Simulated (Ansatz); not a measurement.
A nudged elastic band was laid between two geometries of a periodic cell of 17 atoms, Si (host Si, host structure diamond, interstitial Si).

Computed with Ansatz 0.2.0, DFT LDA, scalar-relativistic, plane waves, PAW. Settings: PAW set soft_1, cutoff 420 eV, k mesh 2x2x2, gaussian smearing 0.02 eV, no spin polarisation.

| Property | Result |
| --- | --- |
| movable images | 5 |
| climbing image | yes |
| spring | 10.0 eV/Å² |
| optimiser | lbfgs |
| start path | IDPP |
| force threshold | 0.05 eV/Å |
| iteration limit | 52 |
| end points | relaxed |

Initial state:

```xyz
17
Lattice="0.0000 5.4300 5.4300 5.4300 0.0000 5.4300 5.4300 5.4300 0.0000" Properties=species:S:1:pos:R:3
Si -0.006 0.001 -0.007
Si 1.357 1.320 1.355
Si 2.735 2.689 -0.023
Si 4.105 4.068 1.355
Si 2.719 0.001 2.718
Si 4.072 1.354 4.071
Si 5.424 2.706 2.718
Si 6.787 4.068 4.037
Si -0.022 2.689 2.734
Si 1.356 4.068 4.104
Si 2.734 5.446 2.733
Si 4.071 6.782 4.070
Si 2.719 2.706 5.423
Si 4.039 4.068 6.785
Si 5.409 5.446 5.407
Si 6.787 6.816 6.785
Si 6.786 4.067 6.785
```

Final state:

Only the atoms that move by more than 0.05 Å are listed.
```
Si17 8.147 2.713 8.136
```

Problem. What changes between the two ends?

Solution. Contacts lost: Si15–Si17. Contacts made: Si6–Si17. The atom that moves furthest is Si17, by 2.35 Å; four of its nearest neighbours are Si9 2.39, Si3 2.39, Si15 2.39, Si11 2.39 Å at the first end and Si2 2.39, Si4 2.39, Si6 2.39, Si10 2.39 Å at the last.

Problem. Give the energies along the band, and the barrier.

Solution. The run converged. The highest image is number 3 of 0 to 6, 0.31 eV above the ends, which have the same energy within 2 meV. By the program's own check the climbing image is of a kind that is not told: the force calls were inconclusive, a negative curvature could not be distinguished from the path's own, the only one lies far off the path, or fixed occupations may fill a level only in part (lowest curvatures found: -0.02 and 0.82 eV/Å²). Limits of this set-up: coarse k mesh, PAW files made for another functional, a small cell, in which the defect meets its images.

| image | path coordinate (Å) | energy (eV) | Si15–Si17 (Å) | Si6–Si17 (Å) |
| --- | --- | --- | --- | --- |
| 0 | 0.00 | 0.00 | 2.39 | 4.70 |
| 1 | 0.55 | 0.11 | 2.46 | 4.25 |
| 2 | 1.10 | 0.30 | 2.67 | 3.75 |
| 3 | 1.66 | 0.31 | 3.26 | 3.21 |
| 4 | 2.20 | 0.29 | 3.78 | 2.64 |
| 5 | 2.75 | 0.11 | 4.25 | 2.45 |
| 6 | 3.29 | 0.00 | 4.70 | 2.39 |

Problem. What is the geometry of the highest image?

Solution. 
```xyz
17
Lattice="0.0000 5.4300 5.4300 5.4300 0.0000 5.4300 5.4300 5.4300 0.0000" Properties=species:S:1:pos:R:3:forces:R:3
Si -0.163 0.167 -0.177 0.00 0.00 0.00
Si 1.270 1.252 1.290 0.00 0.00 0.00
Si 2.793 2.647 -0.090 0.00 0.00 0.00
Si 4.191 4.151 1.282 0.00 0.00 0.00
Si 2.667 -0.017 2.663 0.00 0.00 0.00
Si 3.897 1.525 3.902 0.00 0.00 0.00
Si 5.443 2.755 2.669 0.00 0.00 0.00
Si 6.837 4.019 4.058 0.00 0.00 0.00
Si -0.112 2.633 2.782 0.00 0.00 0.00
Si 1.276 4.137 4.162 0.00 0.00 0.00
Si 2.799 5.525 2.774 0.00 0.00 0.00
Si 4.230 6.622 4.237 0.00 0.00 0.00
Si 2.664 2.764 5.441 0.00 0.00 0.00
Si 4.062 4.028 6.826 0.00 0.00 0.00
Si 5.599 5.264 5.587 0.00 0.00 0.00
Si 6.834 6.796 6.832 0.00 0.00 0.00
Si 7.476 3.382 7.472 0.00 0.00 0.00
```

The run took 13 min on 1 thread of Arm Neoverse V1 (shared host), peak memory 0.77 GiB.
